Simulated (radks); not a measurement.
# Sr⁴⁺ in [Ar] 3d10 4s1 4p5: an all-electron calculation

Aim: the levels, the sizes of the orbitals and the parts of the energy of the strontium ion Sr4+.

The numbers are computed with radks (a radial shooting solver on a logarithmic mesh, Libxc functionals) version 1 (scalar-relativistic Kohn-Sham, PBEsol, spin-unpolarised, spherical densities, point nucleus), except any that are marked as measured or tabulated.

### Step 1. The system

```
element       : strontium (Z = 38)
charge        : +4
electrons     : 34
configuration : [Ar] 3d10 4s1 4p5
```

The outer shells:

Sr⁴⁺
```
[Ar] core
3d [↑↓][↑↓][↑↓][↑↓][↑↓]
4s [↑ ]
4p [↑↓][↑↓][↑ ]
```

### Step 2. The calculation

Input:

```text
Z 38
configuration [Ar] 3d10 4s1 4p5
relativity scalar-relativistic
functional pbe_sol,pbe_sol
spin unpolarised
nucleus point
c 137.035999084
```

**Question.** What will this run give?

**Answer**, as computed:

| quantity | value |
| --- | --- |
| total energy | -3172.54314 hartree |
| exchange-correlation share of it | 3.20 % |
| −T/E | 1.0254 |
| highest occupied level | 4p, -65.278 eV |
| most extended occupied level | 4p, <r> = 1.44 bohr |
| radius at density 0.001 e/bohr³ | 3.02 bohr |
| maxima of the radial density | 3 |

The radial density shows 3 maxima for 4 occupied principal shells; where shells overlap, one shows as a shoulder or not at all. −T/E is 1.025: with relativity the kinetic term as defined here no longer equals −E. This is not the tabulated ground configuration, so its levels and sizes aren't those of the ground state, and no measured value stands beside it.
